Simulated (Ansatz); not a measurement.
# Na2N: the cost of one run

Method: DFT PBE, scalar-relativistic, plane waves, PAW, in Ansatz 0.2.0.

## Step 1: The starting structure

Symmetry: P-3m1, No. 164, trigonal system. The conventional cell has a = 3.366 Å, b = 3.366 Å, c = 5.707 Å, α = 90.00°, β = 90.00°, γ = 120.00°. Na (site symmetry 3m) is surrounded by 3 N at 2.31 Å. Around N (site symmetry -3m) lie 6 Na at 2.31 Å.

Coordinates:

```xyz
3
Lattice="3.3663 0.0000 0.0000 -1.6831 2.9153 0.0000 0.0000 0.0000 5.7065" Properties=species:S:1:pos:R:3 pbc="T T T"
Na    1.6831    0.9718    4.0948
Na    0.0000    1.9435    1.6117
N     0.0000    0.0000    2.8533
```

Recipe of the guess: species swapped into a database cell of Sc2C (P-3m1, No. 164), with Na on the Sc sites and N on the C sites. Its size is a rough estimate.

## Step 2: The guess as it stands, on a coarse mesh

input.yaml reads:

```yaml
crystal:
  lattice:
    - [3.36625774, 0.0, 0.0]
    - [-1.68312887, 2.91526472, 0.0]
    - [0.0, 0.0, 5.70652314]
  atoms:
    - { symbol: Na, position: [0.66666667, 0.33333333, 0.71756369] }
    - { symbol: Na, position: [0.33333333, 0.66666667, 0.28243631] }
    - { symbol: "N", position: [0.0, 0.0, 0.5] }
basis:
  ecutwfc: 420
kpoints:
  mp_grid: { grid: [6, 6, 4] }
hamiltonian:
  xc: pbe
scf:
  occupations: { method: gaussian, width: 0.1 }
  lower_state_search: "off"
output:
  forces: true
  stress: true
  eigenvalues: true
```

Command:

```
> ansatz run input.yaml --threads 1 --pin off --max-ram 2560MiB --backend cpu --events-out ev --progress --plain --runs-dir out
```

Q: Estimate wall time and peak memory on 1 thread of Arm Neoverse N1, shared host.

About 1.9 s, with a peak of 0.32 GiB.
